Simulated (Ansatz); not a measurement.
# BrH₃InNS: up Jacob's ladder to CCSD(T)

The task here is to estimate one member of a computed series from the others.

Program: Ansatz 0.2.0, Gaussian basis. Level of theory: functionals in def2-TZVPP, the program's frozen cores in correlated methods. These are calculated values, not measurements.

Plan: LDA (SPW92), PBE-D4, revPBE-D4, BLYP-D4, r2SCAN-D4, B97M-V, PBE0-D4, B3LYP-D4, r2SCANh-D4, r2SCAN0-D4, HSE06-D4, BHLYP-D4, CAM-B3LYP-D4, LC-ωPBE, ωB97X-V, ωB97M-V, B2PLYP, PBE-QIDH; CCSD(T)/def2-SVP; CCSD(T)/def2-TZVPP; MP2/def2-QZVPP; extrapolation to the limit; RPA on PBE.

## The relaxed structure

An earlier PBE0-D4 in a triple-zeta def2 set relaxation fixed the geometry. In takes the def2 core potential; no spin-orbit term is included.

SMILES `[NH2][In]([SH])[Br]`, 7 atoms, charge 0, spin multiplicity 1.

Atoms are counted from 1 here; the program's logs count them from 0.

Bond lengths: N1–In2 2.006 Å, N1–H5 1.010 Å, N1–H6 1.010 Å, In2–S3 2.366 Å, In2–Br4 2.468 Å, S3–H7 1.344 Å. Angles: In2–N1–H5 116.9°, In2–N1–H6 115.5°, H5–N1–H6 109.5°, N1–In2–S3 125.4°, N1–In2–Br4 116.9°, S3–In2–Br4 117.5°, In2–S3–H7 92.2°.

Set-up of the first run:

The input, in.yaml:

```yaml
crystal:
  periodic: [false, false, false]
  atoms:
    - {symbol: N, position_ang: [-1.001274, 1.412668, 0.109903]}
    - {symbol: In, position_ang: [0.124469, -0.223671, -0.169787]}
    - {symbol: S, position_ang: [1.947002, -0.880521, 1.189280]}
    - {symbol: Br, position_ang: [-0.295891, -1.531484, -2.219937]}
    - {symbol: H, position_ang: [-1.116962, 1.731456, 1.061310]}
    - {symbol: H, position_ang: [-1.897844, 1.408001, -0.355818]}
    - {symbol: H, position_ang: [2.240490, -1.916440, 0.385060]}
basis:
  gaussian: {orbitals: def2-TZVPP}
hamiltonian: {xc: lda}
output: {orbitals: {seedname: orbitals}}
```

On the command line:

```bash
$ ansatz run in.yaml --threads 4 --pin off --events-out ev --progress --plain --max-ram 10444MiB
```

Among the steps run: LDA; PBE-D4 (GGA); revPBE-D4 (GGA); BLYP-D4 (GGA); r2SCAN-D4 (meta-GGA); B97M-V (meta-GGA); PBE0-D4 (hybrid); B3LYP-D4 (hybrid); r2SCANh-D4 (hybrid); r2SCAN0-D4 (hybrid); HSE06-D4 (hybrid); BHLYP-D4 (hybrid); CAM-B3LYP-D4 (range-separated); LC-ωPBE (range-separated); ωB97X-V (range-separated); ωB97M-V (range-separated); B2PLYP (double hybrid); PBE-QIDH (double hybrid).

One of the session's tables, all rows but one given; the rest of the session is left out.

It belongs to the step «Frontier levels by functional». 

| functional | HOMO (eV) | LUMO (eV) | gap (eV) |
| --- | --- | --- | --- |
| LDA (SPW92) | -6.49 | -2.88 | 3.61 |
| PBE-D4 | -6.30 | -2.59 | 3.71 |
| revPBE-D4 | -6.23 | -2.47 | 3.76 |
| BLYP-D4 | -6.15 | -2.54 | 3.61 |
| r2SCAN-D4 | -6.60 | -2.38 | 4.22 |
| B97M-V | -6.63 | -2.40 | 4.23 |
| PBE0-D4 | -7.62 | -1.74 | 5.88 |
| B3LYP-D4 | -7.36 | -2.04 | 5.32 |
| r2SCANh-D4 | -7.09 | -2.07 | 5.01 |
| r2SCAN0-D4 | ? | ? | ? |
| HSE06-D4 | -7.21 | -2.10 | 5.11 |
| BHLYP-D4 | -8.77 | -0.90 | 7.87 |
| CAM-B3LYP-D4 | -8.97 | -0.82 | 8.15 |
| LC-ωPBE | -10.39 | 0.42 | 10.81 |
| ωB97X-V | -10.01 | 0.26 | 10.27 |
| ωB97M-V | -9.86 | 0.10 | 9.96 |

Q: Estimate the row for r2SCAN0-D4 from the others.

Worked estimate for «HOMO (eV)». Against the share of exact exchange, r2SCAN-D4 (0, -6.60), r2SCANh-D4 (0.1, -7.09) give a slope of -4.90 per unit share; at 0.25 the line stands at -7.82.

The run gave: HOMO (eV): -7.82; LUMO (eV): -1.62; gap (eV): 6.20. In «HOMO (eV)» the line misses by 0.00.
